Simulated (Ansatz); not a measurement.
# AlBeH₂ (doublet): the correlation ladder at distance Al1–H3 = 2.596 Å, 6-31G

Aim: climb from Hartree-Fock through coupled cluster and multireference methods for AlBeH₂ (doublet) at one geometry and basis, and see what each rung misses.

Computed with Ansatz 0.2.0, Gaussian basis. Level: 6-31G, core rule «outside noble gas», up to 6 orbitals frozen.

Plan: UHF; CCSD(T) on ROHF; CCSD(T) on UHF; BCCD(T) on ROHF; CISD as a restricted active space (open shells left free, so some higher excitations enter); CCSDT(Q) on ROHF; CCSDT(Q) on UHF; CCSDTQ on ROHF; CASSCF and MRCISD+Q, 3 electrons in 3 orbitals; CASSCF and NEVPT2, 3 electrons in 3 orbitals; CASSCF and MRCISD+Q, 7 electrons in 10 orbitals; CASSCF and NEVPT2, 7 electrons in 10 orbitals; Full CI.

19 further runs of the same task are left out: 14 that didn't finish, 5 set aside as unsound or not needed. Runs told in other sessions of the task aren't counted.

## Step 1: What is computed

The geometry derives from a PBE0/def2-TZVP stationary point (not a proven minimum). One bond is set to the value named and the two fragments are kept rigid.

4 atoms, charge 0, spin multiplicity 2.

Atoms are counted from 1 here; the program's logs count them from 0.

Bond lengths: Be2–H4 1.345 Å.

As a file:

```xyz
4

Al    0.0000   -0.1051    0.5931
Be    0.0000    0.1277   -1.7141
H     0.0000    1.6527    2.5034
H     0.0000    0.0182   -3.0544
```

## Step 2: UHF

Contents of in.yaml:

```yaml
crystal:
  periodic: [false, false, false]
  atoms:
    - {symbol: Al, position_ang: [0.000000, -0.105069, 0.593114]}
    - {symbol: Be, position_ang: [0.000000, 0.127685, -1.714102]}
    - {symbol: H, position_ang: [0.000000, 1.652746, 2.503429]}
    - {symbol: H, position_ang: [0.000000, 0.018176, -3.054388]}
basis:
  gaussian: {orbitals: 6-31G}
magnetization: {spin_polarized: true, initial_magnetization: 1}
hamiltonian: {xc: hf}
output: {orbitals: {seedname: orbitals}}
```

The run is started by

```
ansatz run in.yaml --threads 1 --pin off --events-out ev --progress --plain --max-ram 2393MiB
```

Further steps of the session: CCSD(T) on ROHF; CCSD(T) on UHF; BCCD(T) on ROHF; CISD as a restricted active space (open shells left free, so some higher excitations enter); CCSDT(Q) on ROHF; CCSDT(Q) on UHF; CCSDTQ on ROHF; CASSCF and MRCISD+Q, 3 electrons in 3 orbitals; CASSCF and NEVPT2, 3 electrons in 3 orbitals; CASSCF and MRCISD+Q, 7 electrons in 10 orbitals; CASSCF and NEVPT2, 7 electrons in 10 orbitals; Full CI.

Before running them: what should the planned runs give, taken together? Wanted: FCI from the RHF energy; RMP2 from FCI; UMP2 from FCI; RCCSD from FCI; RCCSD(T) from FCI; UCCSD(T) from FCI; RCCSDT(Q) from FCI; UCCSDT(Q) from FCI; NEVPT2 pair from FCI.

The runs gave:

| quantity | value |
| --- | --- |
| FCI from the ROHF energy | -2.5925 eV |
| RMP2 from FCI | +24.05 kcal/mol |
| UMP2 from FCI | +24.22 kcal/mol |
| RCCSD from FCI | +2.57 kcal/mol |
| RCCSD(T) from FCI | +0.92 kcal/mol |
| UCCSD(T) from FCI | +1.21 kcal/mol |
| RCCSDT(Q) from FCI | +0.03 kcal/mol |
| UCCSDT(Q) from FCI | +0.06 kcal/mol |
| NEVPT2 pair from FCI | +12.91 kcal/mol |
| NEVPT2 valence from FCI | +3.29 kcal/mol |
| MRCISD+Q valence from FCI | +0.12 kcal/mol |
| levels within 1 kcal/mol (43 meV) | RCCSD(T), BCCD(T), RCCSDT, UCCSDT, RCCSDT(Q), UCCSDT(Q), RCCSDTQ, MRCISD valence, MRCISD+Q valence |
| T1 diagnostic | 0.045 |
| effectively unpaired electrons | 1.25 |

**Reading.** RCCSD(T) misses by +0.92 kcal/mol, 1.5 % of the correlation energy. The occupations show static correlation (1.25 effectively unpaired electrons where one determinant has 1). Of the multireference levels listed MRCISD+Q valence comes nearest in total energy (+0.12 kcal/mol), which doesn't show that its space is the better one. These misses are within one basis, not against nature; the frozen cores of restricted and unrestricted runs differ, which can shift their rows.

Levels on UHF freeze UHF's core orbitals, full CI those of ROHF, so the U rows can settle a little off it for that reason alone.

With open shells the CI space here admits some higher excitations, so it is larger than plain CISD.
